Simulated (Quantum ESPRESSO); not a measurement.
**HfGe: zone-centre phonons under several settings**

```
Hf Ge
1.0
     3.21967    0.00000    0.00000
     0.00000    3.21967    0.00000
     0.00000    0.00000    4.10843
Hf Ge
1 1
Cartesian
  1.6098 1.6098 0.0000
  0.0000 0.0000 0.0000
```

The cell was built by a generator and needn't be a form met in nature.

All runs used Quantum ESPRESSO 7.5; potentials GBRV 1.5 PBE; k mesh 8 × 8 × 7; relaxed cell; no spin polarisation; cutoff 612 eV; occupations cold, width 0.2 eV.

| level | volume (Å³/atom) | pressure (GPa) | lowest optical mode without the field (cm⁻¹) | highest optical mode without the field (cm⁻¹) |
| --- | --- | --- | --- | --- |
| PBE | 22.21 | 1.0 | 100i | 229 |
| PBE+D2 | ? | 0.6 | ? | ? |
| PBE+D3(BJ) | 21.53 | 0.8 | 109i | 237 |
| rPW86PBE+rVV10 | 22.64 | 1.1 | 97i | 224 |

**Question.** What stands in the row left open?

**Answer.** Volume 20.09 Å³/atom; lowest optical mode without the field 118i cm⁻¹; highest optical mode without the field 255 cm⁻¹.

Values marked i are imaginary: the cell is unstable against those modes at that level, or the meshes are too thin.

Caveats: the mesh is thin for the phonons of a metal; some modes are imaginary; pairwise dispersion overbinds metals, which lowers pressure and volume (some runs); the potentials were made for another functional, which shifts forces and pressure (some runs); before the sum rule the acoustic modes lie tens of cm⁻¹ from zero, a sign that the density grid also shifts the optical modes (some runs).

For the row left open. Caveat: the mesh is thin for the phonons of a metal; some modes are imaginary; pairwise dispersion overbinds metals, which lowers pressure and volume.
